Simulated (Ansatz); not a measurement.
# C2H8BClSi: the cost of one run

The runs use Ansatz 0.2.0, Gaussian basis; functionals in def2-TZVPP, the program's frozen cores in correlated methods.

Plan: PBE-D4, r2SCAN-D4, PBE0-D4, B3LYP-D4, ωB97X-V, ωB97M-V, B2PLYP; CCSD(T)/def2-TZVPP; MP2/def2-QZVPP; extrapolation to the limit.

## (1) Structure used throughout

All runs share one geometry, relaxed beforehand with PBE0-D4 in a triple-zeta def2 set.

SMILES `BC[SiH](C)Cl`, 13 atoms, charge 0, spin multiplicity 1.

Atoms are counted from 1 here; the program's logs count them from 0.

Bond lengths: B1–C2 1.537 Å, B1–H6 1.198 Å, B1–H7 1.196 Å, C2–Si3 1.879 Å, C2–H8 1.094 Å, C2–H9 1.098 Å, Si3–C4 1.858 Å, Si3–Cl5 2.068 Å, Si3–H10 1.484 Å, C4–H11 1.092 Å, C4–H12 1.092 Å, C4–H13 1.093 Å. Angles: C2–B1–H6 120.1°, C2–B1–H7 121.1°, H6–B1–H7 118.7°, B1–C2–Si3 109.1°, B1–C2–H8 115.1°, B1–C2–H9 113.4°, Si3–C2–H8 106.1°, Si3–C2–H9 101.9°, H8–C2–H9 110.3°, C2–Si3–C4 111.4°, C2–Si3–Cl5 109.5°, C2–Si3–H10 109.9°, C4–Si3–Cl5 108.4°, C4–Si3–H10 111.0°, Cl5–Si3–H10 106.5°, Si3–C4–H11 110.4°, Si3–C4–H12 110.7°, Si3–C4–H13 110.3° and more.

## (2) PBE-D4 (GGA)

in.yaml reads:

```yaml
crystal:
  periodic: [false, false, false]
  atoms:
    - {symbol: B, position_ang: [-0.791670, 1.969766, 0.884809]}
    - {symbol: C, position_ang: [-0.886810, 0.460441, 0.608309]}
    - {symbol: Si, position_ang: [0.682113, -0.105407, -0.256304]}
    - {symbol: C, position_ang: [0.573075, -1.890811, -0.758009]}
    - {symbol: Cl, position_ang: [0.983011, 1.031838, -1.956574]}
    - {symbol: H, position_ang: [-0.169317, 2.370829, 1.826850]}
    - {symbol: H, position_ang: [-1.290490, 2.765331, 0.144522]}
    - {symbol: H, position_ang: [-1.715355, 0.159533, -0.039453]}
    - {symbol: H, position_ang: [-0.875892, -0.150493, 1.520133]}
    - {symbol: H, position_ang: [1.855161, 0.130386, 0.620733]}
    - {symbol: H, position_ang: [1.488694, -2.199298, -1.267086]}
    - {symbol: H, position_ang: [-0.268452, -2.051711, -1.435239]}
    - {symbol: H, position_ang: [0.436434, -2.525204, 0.121908]}
basis:
  gaussian: {orbitals: def2-TZVPP}
hamiltonian: {xc: pbe, dispersion: d4}
output: {forces: true, orbitals: {seedname: orbitals}}
```

Command:

```console
$ ansatz run in.yaml --threads 4 --pin off --events-out ev --progress --plain --max-ram 10444MiB
```

Q: Estimate wall time and peak memory on 4 threads of Arm Neoverse V1, shared host.

About 3.5 s, with a peak of 0.43 GiB.
